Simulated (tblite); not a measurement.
# C7H14O2Si: the cost of one run

Computed with tblite 0.8.0 and PySCF 2.14.0, with density-fitted response routines of our own, on a single molecule in the gas phase. Atoms are numbered from 0 throughout.

### Step 1. The starting structure

24 atoms, charge 0, multiplicity 1; geometry from: force field or distance geometry start.

Bonds of the start (Å): C0–C1 1.54, C1–C2 1.51, C2–Si3 1.85, Si3–C4 1.84, C4–C5 1.53, C5–C6 1.52, C6–O7 1.42, O7–C8 1.38, C8–O9 1.28, C6–Si3 1.87, C0–H10 1.12, C0–H11 1.13, C0–H12 1.08, C1–H13 1.12, C1–H14 1.12, C2–H15 1.10, C2–H16 1.12, Si3–H17 1.48, C4–H18 1.10, C4–H19 1.11, C5–H20 1.09, C5–H21 1.11, C6–H22 1.10, C8–H23 1.08.

### Step 2. Relaxing the molecule with GFN2-xTB

The job: settings as JSON, then the geometry in Å.

```
{"job": {"kind": "relax", "xc": "GFN2-xTB", "basis": "xTB"}, "charge": 0, "multiplicity": 1}
C      3.210400     0.687000    -0.087300
C      1.723400     0.463300    -0.403400
C      1.427700    -0.916600     0.142800
Si    -0.328800    -1.434800    -0.117900
C     -1.322100    -0.543100    -1.377300
C     -2.540800    -0.815200    -0.489700
C     -1.633600    -0.335000     0.634900
O     -1.390900     1.053300     0.449400
C     -1.616800     1.994200     1.430500
O     -2.064500     1.690600     2.590500
H      3.761900    -0.259600    -0.328400
H      3.316200     0.804000     1.031100
H      3.626100     1.520300    -0.643200
H      1.666500     0.418600    -1.518600
H      1.072200     1.269500     0.028400
H      2.075900    -1.641100    -0.361400
H      1.704600    -0.918100     1.223000
H     -0.608800    -2.890000    -0.033200
H     -1.364900    -0.998700    -2.380800
H     -1.177700     0.550300    -1.459600
H     -3.394200    -0.175100    -0.713800
H     -2.720200    -1.906400    -0.462000
H     -2.005000    -0.635700     1.630400
H     -1.428500     3.037900     1.223000
```

Launch:

```console
OMP_NUM_THREADS=1 python probes_run.py task.json out
```

The driver reads the jobs from task.json and runs them one after another.

Q: Estimate the wall time of this first job on 1 thread of Arm Neoverse N1, shared host.

About 3.8 s.
